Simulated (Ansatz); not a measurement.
# ClH3NOSi radical: how energies converge with the basis set

The task here is to estimate one member of a computed series from the others.

Program: Ansatz 0.2.0, Gaussian basis. Level of theory: one geometry, several basis sets. These are calculated values, not measurements.

Levels to be run: PBE0-D4/def2-SVP; ωB97M-V/def2-SVP; PBE0-D4/def2-QZVPP; ωB97M-V/def2-QZVPP; the functionals' def2-TZVPP values are taken from earlier runs.

## Structure used throughout

An earlier PBE0-D4 in a triple-zeta def2 set relaxation fixed the geometry.

SMILES `N[Si](O)Cl`, 7 atoms, charge 0, spin multiplicity 2.

Atoms are counted from 1 here; the program's logs count them from 0.

Bond lengths: N1–Si2 1.702 Å, N1–H5 1.007 Å, N1–H6 1.008 Å, Si2–O3 1.644 Å, Si2–Cl4 2.075 Å, O3–H7 0.959 Å. Angles: Si2–N1–H5 120.6°, Si2–N1–H6 120.0°, H5–N1–H6 112.6°, N1–Si2–O3 104.8°, N1–Si2–Cl4 106.6°, O3–Si2–Cl4 113.4°, Si2–O3–H7 116.2°.

Set-up of the first run:

Input file in.yaml:

```yaml
crystal:
  periodic: [false, false, false]
  atoms:
    - {symbol: N, position_ang: [-0.447466, 1.069777, 0.302650]}
    - {symbol: Si, position_ang: [0.431300, -0.174723, -0.456054]}
    - {symbol: O, position_ang: [0.600644, -1.333256, 0.697375]}
    - {symbol: Cl, position_ang: [-0.699560, -0.791500, -2.082633]}
    - {symbol: H, position_ang: [-0.895866, 1.786742, -0.243488]}
    - {symbol: H, position_ang: [-0.176115, 1.392687, 1.217838]}
    - {symbol: H, position_ang: [1.248363, -2.017726, 0.518612]}
basis:
  gaussian: {orbitals: def2-SVP}
magnetization: {spin_polarized: true, initial_magnetization: 1}
hamiltonian: {xc: pbe0, dispersion: d4}
output: {orbitals: {seedname: orbitals}}
```

Steps of the session up to this table: PBE0-D4 in def2-SVP; ωB97M-V in def2-SVP; PBE0-D4 in def2-QZVPP; ωB97M-V in def2-QZVPP.

One table of the session follows, with a row left open; its other results are not shown here.

It belongs to the step «Functionals by basis». 

| functional | basis | HOMO (eV) | LUMO (eV) |
| --- | --- | --- | --- |
| PBE0-D4 | def2-SVP | -5.54 | -1.87 |
| PBE0-D4 | def2-TZVPP | -5.77 | -2.02 |
| PBE0-D4 | def2-QZVPP | -5.84 | -2.13 |
| ωB97M-V | def2-SVP | ? | ? |
| ωB97M-V | def2-TZVPP | -7.55 | -0.47 |
| ωB97M-V | def2-QZVPP | -7.63 | -0.64 |

**Question.** Estimate the row for ωB97M-V, def2-SVP.

As computed: HOMO (eV): -7.31; LUMO (eV): -0.22. In the column «HOMO (eV)» it lies between ωB97M-V, def2-TZVPP (-7.55) and PBE0-D4, def2-QZVPP (-5.84).
